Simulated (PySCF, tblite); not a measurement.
# C4H10ClPSi2: geometry, infrared bands and NMR shifts

Wanted: the infrared bands and NMR shifts of C4H10ClPSi2 (`C=C/C(=C\[SiH3])[Si@H](P)Cl`), by calculation.

The runs use tblite 0.8.0 and PySCF 2.14.0, with density-fitted response routines of our own; the level of theory stands in each step. All values are computed, except where a source is named. Atoms are numbered from 0 throughout.

### Step 1. The starting structure

18 atoms, charge 0, multiplicity 1; geometry from: force field or distance geometry start.

Bonds of the start (Å): C0–C1 1.32, C1–C2 1.46, C2–C3 1.33, C3–Si4 1.83, C2–Si5 1.82, Si5–P6 2.20, Si5–Cl7 2.11, C0–H8 1.10, C0–H9 1.07, C1–H10 1.09, C3–H11 1.11, Si4–H12 1.48, Si4–H13 1.48, Si4–H14 1.46, Si5–H15 1.47, P6–H16 1.45, P6–H17 1.45.

### Step 2. Geometry optimisation with GFN2-xTB

What the job is given:

```
{"job": {"kind": "relax", "xc": "GFN2-xTB", "basis": "xTB"}, "charge": 0, "multiplicity": 1}
C     -0.253200     2.468400    -0.966500
C     -0.744000     1.330600    -0.520700
C      0.061900     0.155300    -0.212600
C     -0.570600    -0.930600     0.232900
Si    -2.383300    -0.992700     0.505900
Si     1.862700     0.042300    -0.418300
P      2.766900    -1.534500     0.814600
Cl     2.833000     1.833500     0.125900
H     -0.971600     3.283700    -1.149300
H      0.781100     2.651300    -1.161300
H     -1.821300     1.271400    -0.352200
H      0.023500    -1.835700     0.470400
H     -3.132300    -0.969900    -0.775900
H     -2.693900    -2.312400     1.111000
H     -2.861700     0.025700     1.442500
H      2.116700    -0.308200    -1.826000
H      2.361800    -2.873100     0.426600
H      2.615600    -1.298700     2.241200
```

Command:

```bash
> OMP_NUM_THREADS=1 python probes_run.py task.json out
```

This one command runs all jobs of the session in turn.

**Question.** This job is followed by: GFN2-xTB harmonic vibrations, gas phase; GIAO PBE0/pcSseg-1 NMR shielding, non-relativistic, gas phase. What will the session give for the following? strongest single infrared mode (GFN2-xTB); zero-point energy (GFN2-xTB); 13C shifts against TMS (PBE0/pcSseg-1); 1H shifts against TMS (PBE0/pcSseg-1, means over atoms taken as alike); 29Si shifts against TMS (PBE0/pcSseg-1); 31P shifts against H3PO4 (PBE0/pcSseg-1); 35Cl shifts against HCl (PBE0/pcSseg-1).

**Answer**, as computed:

```
                                                              quantity                                         value
                             strongest single infrared mode (GFN2-xTB)                          802 cm⁻¹, 462 km/mol
                                          zero-point energy (GFN2-xTB)                                 72.4 kcal/mol
                                13C shifts against TMS (PBE0/pcSseg-1)                168.1, 146.7, 145.1, 129.5 ppm
1H shifts against TMS (PBE0/pcSseg-1, means over atoms taken as alike)  6.87, 6.67, 5.93, 5.92, 5.92, 4.24, 1.26 ppm
                               29Si shifts against TMS (PBE0/pcSseg-1)                                2.8, -88.7 ppm
                              31P shifts against H3PO4 (PBE0/pcSseg-1)                                    -290.6 ppm
                               35Cl shifts against HCl (PBE0/pcSseg-1)                                       -17 ppm
```

**Reading.** Relaxing lowered the energy by 1.075 eV in 160 steps; the close pair that moved most is C2–Si5, from 1.816 to 1.910 Å. All 48 modes are real, so the xTB geometry is a minimum. The strongest single mode, at 802 cm⁻¹, is carried by H13, H12, H14, Si4. Unscaled tight-binding wavenumbers are off by several per cent, some by more. Its intensities can rank the bands wrongly. At PBE0/pcSseg-1: Shielding is most anisotropic at C2 (span 248 ppm, paramagnetic term -244 ppm).
